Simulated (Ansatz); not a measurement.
## CH6O2SSi, SMILES C[Si](O)(O)S: a single point from an input written key by key, step by step

Computed with Ansatz 0.2.0 through its Python package.

The cells in order, each with its output:

In [1]:
```python
import ansatz as az

DECK = """
crystal:
  periodic: [false, false, false]
  atoms:
    - { symbol: C, position_ang: [-1.2403, 0.6648, 0.2059] }
    - { symbol: Si, position_ang: [0.3663, -0.0776, 0.0559] }
    - { symbol: O, position_ang: [0.9778, -0.534, 1.4957] }
    - { symbol: O, position_ang: [1.5714, 0.8743, -0.7049] }
    - { symbol: S, position_ang: [0.2072, -1.876, -1.0962] }
    - { symbol: H, position_ang: [-1.2417, 1.6477, 0.7805] }
    - { symbol: H, position_ang: [-1.9811, 0.0476, 0.6876] }
    - { symbol: H, position_ang: [-1.6546, 0.9853, -0.7963] }
    - { symbol: H, position_ang: [0.6999, -1.3755, 1.8819] }
    - { symbol: H, position_ang: [2.3709, 0.8559, -0.2512] }
    - { symbol: H, position_ang: [-0.0106, -1.2695, -2.2383] }
basis:
  gaussian: { orbitals: def2-SVP }
hamiltonian:
  xc: pbe
"""

session = az.Session.from_yaml(DECK)
summary = session.plan(threads=1).execute().report
```

In [2]:
```python
print(f"E = {summary['free_energy_ev']:.6f} eV = {summary['free_energy_ev'] / 27.211386246:.7f} Ha")
print("converged:", summary["converged"], " doubts:", summary["published_state_doubts"] or "none")
symbols = ["C", "Si", "O", "O", "S", "H", "H", "H", "H", "H", "H"]
field = summary["mean_field"]
print("<S^2> =", round(abs(field["state"]["spin_squared"]), 4), " all-electron relativity setting:", field["relativity"])
print("passes:", field["passes"])
if "symmetry" in field:
    print("occupied orbitals by irrep:", field["symmetry"]["occupied"])
```
```text
E = -23920.527466 eV = -879.0631705 Ha
converged: True  doubts: none
<S^2> = 0.0  all-electron relativity setting: none
passes: {'evaluations': 16, 'products': 11}
occupied orbitals by irrep: [{'A': 29}, {'A': 29}]
```

What to keep in mind:
- Total energies depend on the basis set; only differences at equal settings carry meaning.
- The geometry is a force-field or estimated start, not a minimum of this method, and the basis set is short of its limit.
- Timing: 2.4 s on 1 thread of Intel(R) Xeon(R) 6975P-C (Granite Rapids), with other jobs on the host, peak memory 0.18 GiB.

(Lines on the test bed's own set-up are left out of the output.)
